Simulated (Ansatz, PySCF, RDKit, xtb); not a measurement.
**Solving CH7GeN, step by step**

Only the formula CH7GeN is given. Aim: find the structure of lowest free energy at 298.15 K, then its properties.

The funnel: GFN2-xTB relaxations, single points with a density functional, relaxations at PBE0-D3(BJ)/pcseg-1, harmonic vibrations, and a last energy at a higher level. All values are calculated.

4 further runs of the same task are left out: 4 set aside as unsound or not needed.

### Step 1. Drawing up candidates

A program enumerates the bonding patterns with one Lewis structure each (two rings at most, one unusual centre or charged pair), with their diastereomers. O–O, O–halogen and N–halogen bonds and N–N–N chains are not drawn. That gives 7 candidates.

```
label              SMILES     spin
 c076    [CH3][GeH2][NH2]  singlet
 c081        N[CH2][GeH3]  singlet
 c110  [CH2-][NH2+][GeH3]  singlet
 c396   [CH3][GeH-][NH3+]  singlet
 c777   [NH3+][CH-][GeH3]  singlet
 c794      C[NH2+][GeH2-]  singlet
 c984         C[NH][GeH3]  singlet
```

Candidates are built by distance geometry, with a force field where one applies, in up to four conformers (letters a to d).

Q: Predict the outcome of this search (final energies at CCSD(T)/def2-TZVP).

| quantity | value |
| --- | --- |
| lowest structure found | [CH3][GeH2][NH2], singlet, C1 |
| next finalist | C[NH][GeH3], singlet, 17.5 kcal/mol higher in G |
| share at equilibrium, among the finalists | 100.0 % |
| harmonic wavenumbers, lowest and highest (PBE0-D3(BJ)/pcseg-1) | 126 and 3631 cm⁻¹ |
| rotational constants, same geometry | 0.426, 0.1965, 0.1473 cm⁻¹ |
| dipole moment (PBE0/def2-TZVPD) | 0.85 D |
| HOMO energy (PBE0/def2-TZVPD) | -7.24 eV |
| LUMO energy (PBE0/def2-TZVPD) | 0.21 eV |
| HOMO–LUMO gap (PBE0/def2-TZVPD) | 7.45 eV |
| lowest excitation (TD-PBE0/def2-SVPD) | 6.24 eV (f = 0.020) |
| strongest of the states computed, same level | 8.44 eV (f = 0.064) |
| lowest triplet excitation, same level, Tamm-Dancoff | 5.83 eV |
| vertical ionisation energy | 9.44 eV |
| vertical electron affinity | -1.33 eV (unbound: the value depends on the basis) |
| vertical triplet less singlet | +5.60 eV |

The lowest structure found is `[CH3][GeH2][NH2]`. The margin of 17.5 kcal/mol over the next finalist is beyond the usual error of the last level; it says nothing of structures that weren't ranked. PBE0-D3(BJ)/pcseg-1, HF/def2-TZVP and MP2/def2-TZVP already put its bonding pattern lowest among the structures in one piece. Lowest found is not proven lowest: the search is finite, and each finalist counts with one conformer. Patterns outside the rules of the enumeration were met only by chance.
